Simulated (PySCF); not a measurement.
# Gd(SH)3: other functionals and bases at one geometry

How far do other levels of theory move the description of Gd(SH)3, and what does each cost? The structure is generated, not taken from experiment.

Computed with PySCF 2.14.0. Level: several levels, as the steps say, no spin–orbit coupling.

3 further runs of the same task are left out: 2 for a known fault of the program, 1 that didn't finish.

### 1 Starting geometry

7 atoms, charge 0, spin multiplicity 1.

Bond lengths: Gd1–S2 2.609 Å, Gd1–S4 2.609 Å, Gd1–S6 2.609 Å, S2–H3 1.366 Å, S4–H5 1.366 Å, S6–H7 1.366 Å. Angles: S2–Gd1–S4 119.4°, S2–Gd1–S6 119.4°, S4–Gd1–S6 119.4°, Gd1–S2–H3 93.1°, Gd1–S4–H5 93.1°, Gd1–S6–H7 93.1°.

As a file:

```xyz
7
charge 0, multiplicity 1
Gd    0.00000    0.00000    0.79854
S     2.56890   -0.40439    1.00293
H     2.85236    0.93170    1.03844
S    -0.93424    2.42693    1.00293
H    -2.23306    2.00436    1.03844
S    -1.63466   -2.02254    1.00293
H    -0.61930   -2.93607    1.03844
```

Formal oxidation states: Gd +3. Each metal's 7 4f electrons lie in its core potential, so multiplicities, spins and levels count the valence alone. An earlier session relaxed this geometry at PBE, Gd lcecp-1-SVP with ECP53, S def2-SVP, H def2-SVP (singlet, point group C3).

At PBE on the finer grid: E = -1231.554112 Eh, HOMO -6.21 eV, LUMO -3.14 eV, Mulliken charge on Gd1 +0.68 e, largest force component 0.012 eV/Å. 

Levels to run: wB97X; B3LYP; CAM-B3LYP; revPBE; PBE, TZVP; PBE0, SVP. Hardware: 2 threads of Intel Xeon 6975P-C (Granite Rapids), shared host.

### 2 wB97X

File run.py (the lines that set the calculation):

```python
mol = gto.M(atom='''
Gd     0.00000     0.00000     0.79854
S      2.56890    -0.40439     1.00293
H      2.85236     0.93170     1.03844
S     -0.93424     2.42693     1.00293
H     -2.23306     2.00436     1.03844
S     -1.63466    -2.02254     1.00293
H     -0.61930    -2.93607     1.03844''',
    basis={'Gd': 'lcecp-1-SVP', 'S': 'def2-SVP', 'H': 'def2-SVP'},
    ecp={'Gd': 'lcecp-1-SVP'},
    charge=0, spin=0)
mf = dft.RKS(mol, xc='WB97X')
mf.grids.atom_grid = (75, 302)  # f atoms: unpruned, at least (60, 302)
mf = mf.density_fit()  # fitting sets: Gd AutoAux, S def2-universal-JKFIT, H def2-universal-JKFIT
mf.conv_tol = 1e-08; mf.max_cycle = 55
mf.kernel(dm0)  # dm0: the density of the relaxed state
```

Command:

```
OMP_NUM_THREADS=2 python run.py
```

### 3 B3LYP

run.py (the lines that set the calculation), as its differences from that of step 2:

```diff
@@ -11,3 +11,3 @@
     charge=0, spin=0)
-mf = dft.RKS(mol, xc='WB97X')
+mf = dft.RKS(mol, xc='B3LYP')
 mf.grids.atom_grid = (75, 302)  # f atoms: unpruned, at least (60, 302)
```

### 4 CAM-B3LYP

run.py (the lines that set the calculation), as its differences from that of step 3:

```diff
@@ -11,3 +11,3 @@
     charge=0, spin=0)
-mf = dft.RKS(mol, xc='B3LYP')
+mf = dft.RKS(mol, xc='CAMB3LYP')
 mf.grids.atom_grid = (75, 302)  # f atoms: unpruned, at least (60, 302)
```

### 5 revPBE

run.py (the lines that set the calculation), as its differences from that of step 4:

```diff
@@ -11,3 +11,3 @@
     charge=0, spin=0)
-mf = dft.RKS(mol, xc='CAMB3LYP')
+mf = dft.RKS(mol, xc='PBE_R,PBE')
 mf.grids.atom_grid = (75, 302)  # f atoms: unpruned, at least (60, 302)
```

### 6 PBE, TZVP

Basis: Gd lcecp-1-TZVP with ECP53, S def2-TZVP, H def2-TZVP. 

File run.py (the lines that set the calculation):

```python
mol = gto.M(atom='''
Gd     0.00000     0.00000     0.79854
S      2.56890    -0.40439     1.00293
H      2.85236     0.93170     1.03844
S     -0.93424     2.42693     1.00293
H     -2.23306     2.00436     1.03844
S     -1.63466    -2.02254     1.00293
H     -0.61930    -2.93607     1.03844''',
    basis={'Gd': 'lcecp-1-TZVP', 'S': 'def2-TZVP', 'H': 'def2-TZVP'},
    ecp={'Gd': 'lcecp-1-TZVP'},
    charge=0, spin=0)
mf = dft.RKS(mol, xc='PBE')
mf.grids.atom_grid = (75, 302)  # f atoms: unpruned, at least (60, 302)
mf = mf.density_fit()  # fitting sets: Gd AutoAux, S def2-universal-JKFIT, H def2-universal-JKFIT
mf.conv_tol = 1e-08; mf.max_cycle = 55
mf.kernel(dm0)  # dm0: free metal ions and neutral atoms
```

### 7 PBE0, SVP

Basis: Gd def2-SVP with ECP28, S def2-SVP, H def2-SVP. The 4f electrons are now in the valence.

File run.py (the lines that set the calculation):

```python
mol = gto.M(atom='''
Gd     0.00000     0.00000     0.79854
S      2.56890    -0.40439     1.00293
H      2.85236     0.93170     1.03844
S     -0.93424     2.42693     1.00293
H     -2.23306     2.00436     1.03844
S     -1.63466    -2.02254     1.00293
H     -0.61930    -2.93607     1.03844''',
    basis={'Gd': 'def2-SVP', 'S': 'def2-SVP', 'H': 'def2-SVP'},
    ecp={'Gd': 'def2-SVP'},
    charge=0, spin=7)
mf = dft.UKS(mol, xc='PBE0')
mf.grids.atom_grid = (75, 302)  # f atoms: unpruned, at least (60, 302)
mf = mf.density_fit()  # fitting sets: Gd def2-universal-JKFIT, S def2-universal-JKFIT, H def2-universal-JKFIT
mf.conv_tol = 1e-08; mf.max_cycle = 55
mf.kernel(dm0)  # dm0: free metal ions and neutral atoms
```

What does the calculation give? Wanted: for each run, HOMO; gap; charge on Gd1; dipole; largest force.

**Answer**, as computed:

| level | state | HOMO (eV) | gap (eV) | charge on Gd1 (e) | dipole (D) | largest force (eV/Å) | basis functions | time |
| --- | --- | --- | --- | --- | --- | --- | --- | --- |
| PBE (relaxed here) | singlet | -6.21 | 3.07 | 0.68 | 1.10 | 0.01 | 102 | 15 s |
| wB97X | singlet | -9.75 | 8.96 | 0.88 | 1.28 | 0.42 | 102 | 7.4 s |
| B3LYP | singlet | -7.10 | 4.35 | 0.76 | 1.16 | 0.23 | 102 | 5.6 s |
| CAM-B3LYP | singlet | -8.64 | 6.92 | 0.80 | 1.21 | 0.33 | 102 | 7.1 s |
| revPBE | singlet | -6.18 | 3.17 | 0.74 | 1.11 | 0.11 | 102 | 5.5 s |
| PBE, TZVP | singlet | -6.30 | 3.13 | 1.14 | 1.14 | 0.20 | 176 | 15 s |

Times are on 2 threads of Intel Xeon 6975P-C (Granite Rapids), shared host; the first row also made further properties.

In one basis the HOMO–LUMO gap runs from 3.07 eV (PBE) to 8.96 eV (wB97X). The largest leftover force, 0.42 eV/Å with wB97X, stands at a geometry relaxed at another level. The Mulliken charge on Gd spans +0.68 to +1.14 e over the levels. With 4f in the core, its levels are missing from HOMO and gap. Total energies of different levels can't be compared. Spin–orbit coupling is left out throughout.
